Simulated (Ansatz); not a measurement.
**Co: properties at the relaxed cell**

One table from this session's results is given with a row withheld; the runs are named, their logs left out.

Program: Ansatz 0.2.0. Level of theory: DFT PBEsol, scalar-relativistic, plane waves, PAW. These are calculated values, not measurements.

2 further runs of the same task are left out: 2 set aside as unsound or not needed.

**The structure to begin with**

The structure is hexagonal, space group P6_3/mmc (No. 194). The conventional cell has a = 2.456 Å, b = 2.456 Å, c = 3.969 Å, α = 90.00°, β = 90.00°, γ = 120.00°. Around Co (site symmetry -6m2) lie 12 Co at 2.44 to 2.46 Å.

Coordinates:

```xyz
2
Lattice="2.4564 0.0000 0.0000 -1.2282 2.1273 0.0000 0.0000 0.0000 3.9694" Properties=species:S:1:pos:R:3 pbc="T T T"
Co    0.0000    1.4182    0.9924
Co    1.2282    0.7091    2.9771
```

It is the result of an earlier relaxation at this level (volume 10.37 Å³/atom; gap on the mesh: none (metal), site moments up to 1.6 μB).

Set-up of the first run:

Input file input.yaml:

```yaml
crystal:
  lattice:
    - [2.4564141994, 0.0, 0.0]
    - [-1.2282070997, 2.1273170989, 0.0]
    - [0.0, 0.0, 3.9694110249]
  atoms:
    - { symbol: Co, position: [0.3333333333, 0.6666666667, 0.25], spin: 1.8 }
    - { symbol: Co, position: [0.6666666667, 0.3333333333, 0.75], spin: 1.8 }
basis:
  ecutwfc: 420
kpoints:
  mp_grid: { grid: [18, 18, 10] }
  band_path:
    path:
      - [[0.0, 0.0, 0.0], [0.5, 0.0, 0.0], [0.33333333, 0.33333333, 0.0], [0.0, 0.0, 0.0], [0.0, 0.0, 0.5], [0.5, 0.0, 0.5], [0.33333333, 0.33333333, 0.5], [0.0, 0.0, 0.5]]
      - [[0.5, 0.0, 0.5], [0.5, 0.0, 0.0]]
      - [[0.33333333, 0.33333333, 0.5], [0.33333333, 0.33333333, 0.0]]
    npoints: 14
hamiltonian:
  xc: pbesol
scf:
  occupations: { method: gaussian, width: 0.1 }
  n_extra_bands: 6
output:
  forces: true
  stress: true
  eigenvalues: true
  populations: true
  dos: { projected: true, de: 0.02, nscf_kmesh: { grid: [27, 27, 15] } }
  bader: true
  write_density: true
  write_potential: true
  elf: true
  volumetric_format: npy
magnetization:
  spin_polarized: true
checkpoint:
  read: start.run
  write: ck
  compress: false
  write_wavefunctions: false
  write_every: 100000
```

Command:

```
ansatz run input.yaml --threads 1 --pin off --max-ram 2560MiB --backend cpu --events-out ev --progress --plain --runs-dir out
```

Among the steps run: Bands, states and charges; Back to the database's cell; The cell scaled to 0.97 of its volume; Volume × 1.03; Volume × 0.94; Point at V/V0 = 1.06; Volume × 0.91; Volume × 1.10; Volume × 0.88.

One table of the session follows, with a row left open; its other results are not shown here.

It belongs to the step «Equation of state». 

| volume (Å³/atom) | energy above the lowest point (meV/atom) | pressure (GPa) | largest moment (μB) |
| --- | --- | --- | --- |
| 9.127 | 147.5 | 42.40 | 1.52 |
| 9.438 | 78.1 | 29.20 | 1.56 |
| 9.749 | 32.6 | 17.83 | 1.59 |
| 10.060 | 7.6 | 8.14 | 1.62 |
| 10.371 | 0.0 | 0.02 | 1.64 |
| 10.682 | 6.8 | -6.85 | 1.66 |
| 10.993 | ? | ? | ? |
| 11.408 | 67.4 | -18.92 | 1.70 |

**Question.** Estimate the row for volume (Å³/atom) = 10.993.

Worked estimate for «energy above the lowest point (meV/atom)». A straight line through the neighbours (10.682, 6.8) and (11.408, 67.4) gives 6.8 + (67.4 − 6.8) × (10.993 − 10.682) / (11.408 − 10.682) = 32.8; a parabola fitted to 3 rows on both sides gives 25.1.

**Answer.** energy above the lowest point (meV/atom): 25.9; pressure (GPa): -12.67; largest moment (μB): 1.68. In «energy above the lowest point (meV/atom)» the line misses by +6.9 and the parabola by -0.8.

Caveats from the session: Warnings in the runs' records: stability check not made.
